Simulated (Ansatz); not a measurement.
CH3BOS, SMILES SB1CO1, a short molecular-dynamics run

Computed with Ansatz's Python interface.

Run as a notebook:

```python
import warnings

import ansatz
import numpy as np
```

```python
BASIS_SET = "6-31G*"
FUNCTIONAL = "pbe"
VDW = "d4"
N_STEPS = 40
TEMPERATURE_K = 200
```

```python
warnings.simplefilter("ignore", ansatz.DeckWarning)

geometry = (
    ansatz.Crystal.molecule()
    .atom("S", (-1.8093, 0.9057, -0.6533))
    .atom("B", (-0.3453, -0.1076, -0.3112))
    .atom("C", (0.7992, -0.3427, 0.6902))
    .atom("O", (0.3391, -1.4085, 0.0695))
    .atom("H", (-1.3677, 1.3061, -1.9518))
    .atom("H", (1.8537, -0.1164, 0.3268))
    .atom("H", (0.5916, -0.3046, 1.784))
)
```

```python
model = (
    geometry.calculation()
    .basis(gaussian=BASIS_SET)
    .functional(FUNCTIONAL, dispersion=VDW)
)
symbols = [site.symbol for site in geometry.cartesian_sites]
start = np.array([site.position_ang for site in geometry.cartesian_sites], dtype=float)
rep = model.relax(force_tolerance=0.02).run(threads=1, pin="off").report
end = np.array(rep["positions_ang"])
minimum = ansatz.Crystal.molecule()
for symbol, place in zip(symbols, end):
    minimum = minimum.atom(symbol, place.tolist())
```

    

```python
# dynamics from the relaxed geometry
model = (
    minimum.calculation()
    .basis(gaussian=BASIS_SET)
    .functional(FUNCTIONAL, dispersion=VDW)
    .md("nvt_langevin", timestep=0.25, steps=N_STEPS, temperature=TEMPERATURE_K, initial_velocities="maxwell_boltzmann", seed=30, friction=0.02)
)
frames = []
outcome = model.session().plan().execute(on_event=lambda e: frames.append(e["data"]) if e["event"] == "md_step" else None)
print("t (fs)   E_pot (eV)      E_kin (eV)   T (K)   d(0-1) (A)")
for f in frames[::3]:
    xyz = np.array(f["positions_ang"])
    print(f"{f['time_fs']:6.2f} {f['lagrangian_ev']:14.5f} {f['e_kin_ev']:10.5f} {f['temperature_k']:8.1f} {np.linalg.norm(xyz[0] - xyz[1]):9.4f}")
print("mean temperature", round(float(np.mean([f["temperature_k"] for f in frames])), 1), "K")
symbols = [site.symbol for site in geometry.cartesian_sites]
with open("last_frame.xyz", "w") as handle:
    handle.write(f"{len(symbols)}\nt = {frames[-1]['time_fs']} fs\n")
    handle.writelines("{:2s} {:10.5f} {:10.5f} {:10.5f}\n".format(s, *xyz) for s, xyz in zip(symbols, frames[-1]["positions_ang"]))
```

    t (fs)   E_pot (eV)      E_kin (eV)   T (K)   d(0-1) (A)
      0.00   -14635.25093    0.15511    171.4    1.7872
      0.75   -14635.24305    0.14370    158.8    1.7880
      1.50   -14635.22450    0.12358    136.6    1.7884
      2.25   -14635.21048    0.11276    124.6    1.7889
      3.00   -14635.20516    0.09934    109.8    1.7888
      3.75   -14635.20391    0.11161    123.3    1.7886
      4.50   -14635.19753    0.10087    111.5    1.7885
      5.25   -14635.18449    0.08626     95.3    1.7880
      6.00   -14635.16948    0.08209     90.7    1.7858
      6.75   -14635.15811    0.07651     84.6    1.7835
      7.50   -14635.15687    0.07008     77.5    1.7807
      8.25   -14635.16602    0.08386     92.7    1.7772
      9.00   -14635.17858    0.07856     86.8    1.7735
      9.75   -14635.18782    0.07350     81.2    1.7696
    mean temperature 109.0 K

It writes `last_frame.xyz`:
```text
7
t = 10.0 fs
S    -1.42416    1.32488   -0.84451
B    -0.26884    0.18787   -0.13757
C     0.83053   -0.31554    0.79225
O     0.24528   -1.02776   -0.38827
H    -1.80409    0.43661   -1.80864
H     1.87493   -0.02849    0.63157
H     0.61169   -0.71100    1.80709
```

Caveats:
- The settings weren't tested for convergence.
- The trajectory is only some femtoseconds long, so its temperature is not equilibrated; where the script doesn't relax first, it starts from a rough generated geometry.
- The printed temperature counts all 3N degrees of freedom under Langevin dynamics, so the first row lies under the target.
- It ran for 92 s on 1 thread of Arm Neoverse V2, with other jobs on the host, peak memory 0.23 GiB.

(Lines on the test bed's own set-up are left out of the output.)
